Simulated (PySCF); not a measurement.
# CrH6S6 (-3): ligand-field states

Aim: compute the ligand-field states of CrH6S6 (-3).

Programs: PySCF 2.14.0, with routines of our own; each step states its level. All values are computed. Atoms count from 0.

### 1 The system as given

13 atoms, charge -3, states of the metal's open shell are computed; geometry from: model geometry, bond lengths from ionic radii.

### 2 Ligand-field states: state-averaged CASSCF in water

What the job is given:

```
{"job": {"kind": "lf", "basis": {"metal": "x2c-TZVPall", "ligand": "x2c-SVPall"}, "nevpt": true, "solvent": "water"}, "charge": -3, "metal": "Cr", "open_shell": "d3"}
Cr     0.000000     0.000000     0.000000
S      0.000000     0.000000     2.355000
H      1.320000     0.000000     2.605000
S      0.000000     0.000000    -2.355000
H     -1.320000     0.000000    -2.605000
S      2.355000     0.000000     0.000000
H      2.605000     1.320000     0.000000
S     -2.355000     0.000000     0.000000
H     -2.605000    -1.320000     0.000000
S      0.000000     2.355000     0.000000
H      0.000000     2.605000     1.320000
S     -0.000000    -2.355000     0.000000
H     -0.000000    -2.605000    -1.320000
```

Level: state-averaged CASSCF of the metal d shell, SC-NEVPT2 on the averaged canonical orbitals, state-interaction spin-orbit coupling.

Started as:

```bash
> OMP_NUM_THREADS=1 python lf_run.py task.json out
```

The driver reads the jobs from task.json and runs them one after another.

Standard output:

```text
basis functions 186, electrons 129, active (3e, 5o)
stage 1: DIIS on the effective Fock matrix, level shift 0.30
cycle   1  E = -3441.9199894880  dE = -3.442e+03  max|g| = 1.311e+00
cycle   2  E = -3442.3592688896  dE = -4.393e-01  max|g| = 1.347e+00
cycle   3  E = -3443.8293787019  dE = -1.470e+00  max|g| = 9.571e-01
cycle   4  E = -3443.8266752962  dE =  2.703e-03  max|g| = 6.546e-01
cycle   5  E = -3444.0540138907  dE = -2.273e-01  max|g| = 4.315e-01
cycle   6  E = -3444.2349009397  dE = -1.809e-01  max|g| = 1.116e-01
cycle   7  E = -3444.2408178533  dE = -5.917e-03  max|g| = 9.209e-02
cycle   8  E = -3444.2395791174  dE =  1.239e-03  max|g| = 1.057e-01
cycle   9  E = -3444.1936130562  dE =  4.597e-02  max|g| = 2.341e-01
cycle  10  E = -3444.1020802039  dE =  9.153e-02  max|g| = 4.242e-01
cycle  11  E = -3443.4820237022  dE =  6.201e-01  max|g| = 1.142e+00
cycle  12  E = -3441.9344957314  dE =  1.548e+00  max|g| = 1.950e+00
cycle  13  E = -3440.2965310876  dE =  1.638e+00  max|g| = 1.822e+00
cycle  14  E = -3439.5216956289  dE =  7.748e-01  max|g| = 2.076e+00
cycle  15  E = -3439.4477713489  dE =  7.392e-02  max|g| = 2.131e+00
stage 2: quasi-Newton rotations from the point of smallest gradient
cycle  18  E = -3444.2542736180  dE = -1.346e-02  max|g| = 3.045e-02
cycle  19  E = -3444.2577504274  dE = -3.477e-03  max|g| = 8.253e-03
cycle  20  E = -3444.2579238531  dE = -1.734e-04  max|g| = 2.382e-03
cycle  21  E = -3444.2579408000  dE = -1.695e-05  max|g| = 3.826e-04
cycle  22  E = -3444.2579413106  dE = -5.106e-07  max|g| = 1.119e-04
cycle  23  E = -3444.2579413960  dE = -8.541e-08  max|g| = 3.710e-05
cycle  24  E = -3444.2579414028  dE = -6.729e-09  max|g| = 1.004e-05
cycle  25  E = -3444.2579414034  dE = -5.834e-10  max|g| = 2.978e-06
converged average energy = -3444.2579414034

 mult deg   label        CASSCF/cm-1   NEVPT2/cm-1
   4   1   4Ag                 0.0           0.0
   2   2   2Eg             18127.6       16215.3
   2   2   2Eg             19026.7       17062.7
   2   1   2Ag             19108.2       17139.7
   4   2   4Eg             16069.0       20834.5
   4   1   4Ag             16131.9       20890.2
   2   1   2Ag             26310.7       24367.0
   2   2   2Eg             26446.2       24551.5
   4   1   4Ag             24147.4       28501.3
   4   2   4Eg             24331.8       28660.9
   2   1   2Ag             30872.5       34047.8
   2   2   2Eg             32576.2       35586.2
   2   1   2Ag             32658.5       35675.2
   2   1   2Ag             34109.5       36894.3
   2   2   2Eg             34181.6       36968.9
   2   2   2Eg             36507.4       38450.9
   2   1   2Ag             39089.3       41421.4
   2   2   2Eg             39151.6       41471.0
   4   2   4Eg             38261.0       44037.4
   4   1   4Ag             38673.6       44415.4
   2   2   2Eg             46512.5       48045.1
   2   1   2Ag             46534.3       48066.5
   2   1   2Ag             49217.3       49561.2
   2   1   2Ag             51898.6       54538.0
   2   2   2Eg             52060.2       54672.6
   2   1   2Ag             49474.4       55123.3
   2   2   2Eg             49296.7       56307.9
   2   2   2Eg             57734.5       60367.9
   2   2   2Eg             58751.4       61906.2
   2   1   2Ag             58778.4       61935.5
   2   1   2Ag             76507.1       74822.3
   2   2   2Eg             76231.5       75070.0
   2   2   2Eg             76645.8       77400.6

spin-orbit levels / cm-1
      0.00  x2  4Ag 1.00
      0.14  x2  4Ag 1.00
  16194.26  x2  2Eg 0.99
  16199.65  x2  2Eg 0.99
  17024.88  x2  2Eg 0.99
  17061.42  x2  2Eg 0.73 2Ag 0.27
  17158.99  x2  2Ag 0.73 2Eg 0.27
  20750.92  x2  4Eg 0.81 4Ag 0.19
  20798.36  x2  4Eg 0.93 4Ag 0.07
  20822.09  x2  4Eg 0.64 4Ag 0.36
  20910.53  x2  4Eg 1.00
  20938.38  x2  4Ag 0.64 4Eg 0.36
  20945.91  x2  4Ag 0.74 4Eg 0.25
  24361.60  x2  2Ag 0.95 2Eg 0.04
  24518.27  x2  2Eg 0.99
  24603.61  x2  2Eg 0.95 2Ag 0.04
  28489.87  x2  4Ag 0.89 4Eg 0.11
  28500.71  x2  4Ag 0.89 4Eg 0.11
  28616.24  x2  4Eg 1.00
  28676.46  x2  4Eg 0.89 4Ag 0.11
  28712.18  x2  4Eg 0.95 4Ag 0.05
  28745.56  x2  4Eg 0.94 4Ag 0.06
  34064.96  x2  2Ag 1.00
  35573.48  x2  2Eg 0.96 2Ag 0.04
  35604.62  x2  2Eg 1.00
  35683.44  x2  2Ag 0.96 2Eg 0.04
  36786.86  x2  2Eg 0.51 2Ag 0.49
  37002.50  x2  2Ag 0.51 2Eg 0.49
  37053.30  x2  2Eg 1.00
  38457.92  x2  2Eg 1.00
```

Run time: 22 s. Hardware: 1 thread of AMD EPYC 7R43, shared host; peak memory 0.52 GiB.

Warnings kept with the result: strongly covalent, metal-shell active space is small for this complex.

Key values:

```tsv
quantity	value
spin-orbit constant ζ	234 cm⁻¹
```

Powder susceptibility:

```tsv
T (K)	χT (cm³ K/mol)	μ(eff)
2	1.835	3.83
5	1.836	3.83
10	1.836	3.83
20	1.837	3.83
30	1.837	3.83
50	1.839	3.83
75	1.840	3.84
100	1.842	3.84
150	1.845	3.84
200	1.848	3.84
250	1.851	3.85
300	1.854	3.85
```

### 3 Ligand-field states: state-averaged CASSCF (axial bond length × 0.9) in water

What the job is given:

```
{"job": {"kind": "lf", "basis": {"metal": "x2c-TZVPall", "ligand": "x2c-SVPall"}, "nevpt": true, "solvent": "water", "reuse": true}, "charge": -3, "metal": "Cr", "open_shell": "d3"}
Cr     0.000000     0.000000     0.000000
S      0.000000     0.000000     2.119500
H      1.320000     0.000000     2.369500
S      0.000000     0.000000    -2.119500
H     -1.320000     0.000000    -2.369500
S      2.355000     0.000000     0.000000
H      2.605000     1.320000     0.000000
S     -2.355000     0.000000     0.000000
H     -2.605000    -1.320000     0.000000
S      0.000000     2.355000     0.000000
H      0.000000     2.605000     1.320000
S     -0.000000    -2.355000     0.000000
H     -0.000000    -2.605000    -1.320000
```

Level: state-averaged CASSCF of the metal d shell, SC-NEVPT2 on the averaged canonical orbitals, state-interaction spin-orbit coupling.

Standard output:

```text
basis functions 186, electrons 129, active (3e, 5o)
start from the orbitals of the previous structure
stage 1: DIIS on the effective Fock matrix, level shift 0.30
cycle   1  E = -3440.5360840716  dE = -3.441e+03  max|g| = 3.880e+00
cycle   2  E = -3442.7479944647  dE = -2.212e+00  max|g| = 1.200e+00
cycle   3  E = -3441.6657358127  dE =  1.082e+00  max|g| = 1.702e+00
cycle   4  E = -3443.8650525607  dE = -2.199e+00  max|g| = 3.649e-01
cycle   5  E = -3444.1325640373  dE = -2.675e-01  max|g| = 1.406e-01
cycle   6  E = -3444.1572180139  dE = -2.465e-02  max|g| = 6.796e-02
cycle   7  E = -3444.1671158837  dE = -9.898e-03  max|g| = 5.475e-02
cycle   8  E = -3444.1683155148  dE = -1.200e-03  max|g| = 4.908e-02
cycle   9  E = -3444.1689175388  dE = -6.020e-04  max|g| = 6.354e-02
cycle  10  E = -3444.1685885363  dE =  3.290e-04  max|g| = 6.900e-02
cycle  11  E = -3444.1684210528  dE =  1.675e-04  max|g| = 6.879e-02
cycle  12  E = -3444.1675453021  dE =  8.758e-04  max|g| = 7.317e-02
cycle  13  E = -3444.1631204645  dE =  4.425e-03  max|g| = 9.974e-02
cycle  14  E = -3444.1490411599  dE =  1.408e-02  max|g| = 1.318e-01
cycle  15  E = -3444.1074388517  dE =  4.160e-02  max|g| = 2.530e-01
stage 2: quasi-Newton rotations from the point of smallest gradient
cycle  17  E = -3444.1726191342  dE = -4.304e-03  max|g| = 3.061e-02
cycle  18  E = -3444.1733780053  dE = -7.589e-04  max|g| = 1.303e-02
cycle  19  E = -3444.1737349243  dE = -3.569e-04  max|g| = 2.798e-03
cycle  20  E = -3444.1737518457  dE = -1.692e-05  max|g| = 7.546e-04
cycle  21  E = -3444.1737542150  dE = -2.369e-06  max|g| = 2.011e-04
cycle  22  E = -3444.1737543644  dE = -1.494e-07  max|g| = 7.199e-05
cycle  23  E = -3444.1737543823  dE = -1.788e-08  max|g| = 1.764e-05
cycle  24  E = -3444.1737543838  dE = -1.501e-09  max|g| = 4.948e-06
converged average energy = -3444.1737543838

 mult deg   label        CASSCF/cm-1   NEVPT2/cm-1
   4   1   4Ag                 0.0           0.0
   2   1   2Ag             17739.0       14865.2
   2   1   2Ag             17588.0       15515.5
   2   1   2Ag             17520.8       15525.0
   2   1   2Ag             18293.0       15765.8
   2   1   2Ag             18477.3       16255.2
   4   1   4Ag             15537.0       20435.9
   4   1   4Ag             17841.2       21813.2
   2   1   2Ag             26074.6       23893.0
   2   1   2Ag             26413.5       24589.9
   2   1   2Ag             26643.1       25075.6
   4   1   4Ag             20363.1       25493.7
   4   1   4Ag             25731.6       29224.2
   2   1   2Ag             31065.4       33257.9
   4   1   4Ag             28279.7       33346.0
   2   1   2Ag             32067.2       34513.8
   2   1   2Ag             32391.9       35151.3
   2   1   2Ag             33721.0       36210.4
   4   1   4Ag             31210.9       36386.0
   2   1   2Ag             34458.2       38130.1
   2   1   2Ag             37485.0       39921.9
   2   1   2Ag             39032.9       40525.3
   2   1   2Ag             38014.9       40578.9
   2   1   2Ag             40090.9       42583.2
   2   1   2Ag             39898.7       43036.7
   2   1   2Ag             41231.4       44652.1
   2   1   2Ag             46904.7       47291.0
   2   1   2Ag             44472.9       47518.0
   4   1   4Ag             42274.1       48629.9
   4   1   4Ag             43947.5       49809.0
   2   1   2Ag             51429.0       50591.8
   2   1   2Ag             47861.9       51281.6
   4   1   4Ag             44654.5       52448.8
   2   1   2Ag             52856.0       52775.9
   2   1   2Ag             52741.9       54084.4
   2   1   2Ag             53652.0       57957.4
   2   1   2Ag             59509.6       59146.0
   2   1   2Ag             53728.6       59746.4
   2   1   2Ag             54007.5       61497.3
   2   1   2Ag             59474.7       63751.8
   2   1   2Ag             56525.7       64144.6
   2   1   2Ag             61690.0       65120.6
   2   1   2Ag             62508.1       66067.1
   2   1   2Ag             62815.1       66444.5
   2   1   2Ag             64199.2       68794.2
   2   1   2Ag             75412.9       74705.9
   2   1   2Ag             82844.3       81583.3
   2   1   2Ag             80786.4       82428.3
   2   1   2Ag             85922.3       85725.3
   2   1   2Ag             84169.4       89922.7

spin-orbit levels / cm-1
      0.00  x2  4Ag 1.00
      0.22  x2  4Ag 1.00
  14850.76  x2  2Ag 0.98
  15499.90  x2  2Ag 0.50 2Ag 0.48
  15517.76  x2  2Ag 0.50 2Ag 0.47
  15773.76  x2  2Ag 0.96
  16252.30  x2  2Ag 1.00
  20433.95  x2  4Ag 0.99
  20441.82  x2  4Ag 0.99
  21820.07  x2  4Ag 1.00
  21830.53  x2  4Ag 0.99
  23885.84  x2  2Ag 0.98
  24595.31  x2  2Ag 0.97
  25088.33  x2  2Ag 0.98
  25499.49  x2  4Ag 1.00
  25517.39  x2  4Ag 0.99
  29227.88  x2  4Ag 1.00
  29234.78  x2  4Ag 1.00
  33178.59  x2  2Ag 0.68 4Ag 0.32
  33357.11  x2  4Ag 1.00
  33444.03  x2  4Ag 0.68 2Ag 0.32
  34518.81  x2  2Ag 0.99
  35161.68  x2  2Ag 0.99
  36216.08  x2  2Ag 1.00
  36392.89  x2  4Ag 1.00
  36396.04  x2  4Ag 1.00
  38138.78  x2  2Ag 1.00
  39925.00  x2  2Ag 1.00
  40474.47  x2  2Ag 0.68 2Ag 0.32
  40643.08  x2  2Ag 0.68 2Ag 0.32
```

Wall time 18 s (1 thread of AMD EPYC 7R43, shared host); peak memory 0.61 GiB.

Warnings kept with the result: strongly covalent, metal-shell active space is small for this complex.

In short:

```tsv
quantity	value
spin-orbit constant ζ	226 cm⁻¹
```

Powder susceptibility:

```tsv
T (K)	χT (cm³ K/mol)	μ(eff)
2	1.841	3.84
20	1.844	3.84
100	1.848	3.84
300	1.858	3.85
```

### 4 Ligand-field states: state-averaged CASSCF (axial bond length × 0.95) in water

Settings changed since step 3:

```diff
@@ -2,6 +2,6 @@
 Cr     0.000000     0.000000     0.000000
-S      0.000000     0.000000     2.119500
-H      1.320000     0.000000     2.369500
-S      0.000000     0.000000    -2.119500
-H     -1.320000     0.000000    -2.369500
+S      0.000000     0.000000     2.237200
+H      1.320000     0.000000     2.487200
+S      0.000000     0.000000    -2.237200
+H     -1.320000     0.000000    -2.487200
 S      2.355000     0.000000     0.000000
```

Method: state-averaged CASSCF of the metal d shell, SC-NEVPT2 on the averaged canonical orbitals, state-interaction spin-orbit coupling.

Standard output:

```text
basis functions 186, electrons 129, active (3e, 5o)
start from the orbitals of the previous structure
stage 1: DIIS on the effective Fock matrix, level shift 0.30
cycle   1  E = -3442.7987117961  dE = -3.443e+03  max|g| = 4.180e+00
cycle   2  E = -3444.1570437727  dE = -1.358e+00  max|g| = 2.847e-01
cycle   3  E = -3444.2106833643  dE = -5.364e-02  max|g| = 8.038e-02
cycle   4  E = -3444.0724209822  dE =  1.383e-01  max|g| = 4.397e-01
cycle   5  E = -3443.7618802012  dE =  3.105e-01  max|g| = 9.060e-01
cycle   6  E = -3442.9633658337  dE =  7.985e-01  max|g| = 1.473e+00
cycle   7  E = -3441.8437409669  dE =  1.120e+00  max|g| = 1.564e+00
cycle   8  E = -3440.7968363249  dE =  1.047e+00  max|g| = 2.201e+00
cycle   9  E = -3439.8083581371  dE =  9.885e-01  max|g| = 2.344e+00
cycle  10  E = -3439.1291163400  dE =  6.792e-01  max|g| = 2.155e+00
cycle  11  E = -3438.8182957081  dE =  3.108e-01  max|g| = 2.921e+00
cycle  12  E = -3438.8175827077  dE =  7.130e-04  max|g| = 2.995e+00
cycle  13  E = -3439.1747105103  dE = -3.571e-01  max|g| = 2.791e+00
cycle  14  E = -3439.5595758954  dE = -3.849e-01  max|g| = 2.510e+00
cycle  15  E = -3440.5265977907  dE = -9.670e-01  max|g| = 1.865e+00
stage 2: quasi-Newton rotations from the point of smallest gradient
cycle  17  E = -3444.2186400181  dE = -7.957e-03  max|g| = 8.853e-02
cycle  18  E = -3444.2253627464  dE = -6.723e-03  max|g| = 9.390e-03
cycle  19  E = -3444.2255416228  dE = -1.789e-04  max|g| = 2.086e-03
cycle  20  E = -3444.2255602401  dE = -1.862e-05  max|g| = 4.918e-04
cycle  21  E = -3444.2255615675  dE = -1.327e-06  max|g| = 1.367e-04
cycle  22  E = -3444.2255616578  dE = -9.034e-08  max|g| = 3.777e-05
cycle  23  E = -3444.2255616667  dE = -8.855e-09  max|g| = 1.019e-05
cycle  24  E = -3444.2255616676  dE = -9.140e-10  max|g| = 2.997e-06
converged average energy = -3444.2255616676

 mult deg   label        CASSCF/cm-1   NEVPT2/cm-1
   4   1   4Ag                 0.0           0.0
   2   1   2Ag             17886.9       15942.3
   2   1   2Ag             17940.7       15955.3
   2   1   2Ag             18659.0       16487.0
   2   1   2Ag             18804.9       16705.8
   2   1   2Ag             18868.1       16791.8
   4   1   4Ag             15788.2       20585.1
   4   1   4Ag             17445.2       22094.6
   4   1   4Ag             18492.3       23596.5
   2   1   2Ag             26309.4       24218.0
   2   1   2Ag             26448.8       24423.5
   2   1   2Ag             26529.8       24543.2
   4   1   4Ag             24738.2       28519.1
   4   1   4Ag             25680.6       30181.2
   4   1   4Ag             27596.6       32419.9
   2   1   2Ag             31524.8       34556.9
   2   1   2Ag             32564.8       35445.6
   2   1   2Ag             32915.7       35833.3
   2   1   2Ag             34116.0       36722.8
   2   1   2Ag             33816.6       37232.3
   2   1   2Ag             35673.1       38547.0
   2   1   2Ag             37213.0       39315.7
   2   1   2Ag             36786.8       40103.9
   2   1   2Ag             38065.2       40336.7
   2   1   2Ag             39279.5       41225.8
   2   1   2Ag             40153.0       42716.6
   2   1   2Ag             41592.5       44376.1
   4   1   4Ag             40238.3       46454.6
   4   1   4Ag             40977.0       47185.4
   2   1   2Ag             46615.1       47460.8
   4   1   4Ag             41243.4       47792.5
   2   1   2Ag             46958.1       49153.4
   2   1   2Ag             50256.8       49452.6
   2   1   2Ag             49864.4       49947.3
   2   1   2Ag             52653.5       55462.3
   2   1   2Ag             51331.9       57805.8
   2   1   2Ag             53303.3       58099.3
   2   1   2Ag             52310.3       58338.3
   2   1   2Ag             51583.8       58883.0
   2   1   2Ag             59047.0       59422.9
   2   1   2Ag             55616.6       60644.0
   2   1   2Ag             60056.3       63088.0
   2   1   2Ag             60351.3       63729.6
   2   1   2Ag             60596.6       64031.6
   2   1   2Ag             61304.3       65195.0
   2   1   2Ag             75541.0       74160.0
   2   1   2Ag             79271.1       78169.2
   2   1   2Ag             80535.9       79858.5
   2   1   2Ag             78600.2       80049.7
   2   1   2Ag             79760.4       83334.8

spin-orbit levels / cm-1
      0.00  x2  4Ag 1.00
      0.18  x2  4Ag 1.00
  15925.46  x2  2Ag 0.95 2Ag 0.04
  15941.61  x2  2Ag 0.95 2Ag 0.04
  16474.61  x2  2Ag 0.94 2Ag 0.04
  16702.42  x2  2Ag 0.88 2Ag 0.08 2Ag 0.04
  16795.99  x2  2Ag 0.91 2Ag 0.08
  20586.69  x2  4Ag 0.99
  20591.26  x2  4Ag 0.99
  22100.19  x2  4Ag 1.00
  22107.12  x2  4Ag 0.99
  23582.69  x2  4Ag 0.97
  23600.14  x2  4Ag 1.00
  24235.21  x2  2Ag 0.93 2Ag 0.03
  24422.06  x2  2Ag 0.82 2Ag 0.14
  24572.79  x2  2Ag 0.85 2Ag 0.13
  28524.82  x2  4Ag 0.99
  28534.34  x2  4Ag 1.00
  30192.11  x2  4Ag 1.00
  30202.57  x2  4Ag 0.99
  32424.12  x2  4Ag 1.00
  32433.35  x2  4Ag 1.00
  34574.67  x2  2Ag 0.99
  35448.85  x2  2Ag 0.99
  35840.01  x2  2Ag 0.99
  36723.34  x2  2Ag 0.99
  37240.68  x2  2Ag 0.99
  38552.66  x2  2Ag 0.99
  39322.43  x2  2Ag 1.00
  40102.42  x2  2Ag 0.97
```

Run time: 18 s. Hardware: 1 thread of AMD EPYC 7R43, shared host; peak memory 0.62 GiB.

Warnings kept with the result: strongly covalent, metal-shell active space is small for this complex.

From this job:

```tsv
quantity	value
spin-orbit constant ζ	231 cm⁻¹
```

Powder susceptibility:

```tsv
T (K)	χT (cm³ K/mol)	μ(eff)
2	1.839	3.83
20	1.841	3.84
100	1.845	3.84
300	1.857	3.85
```

[end of part 1 of 2]
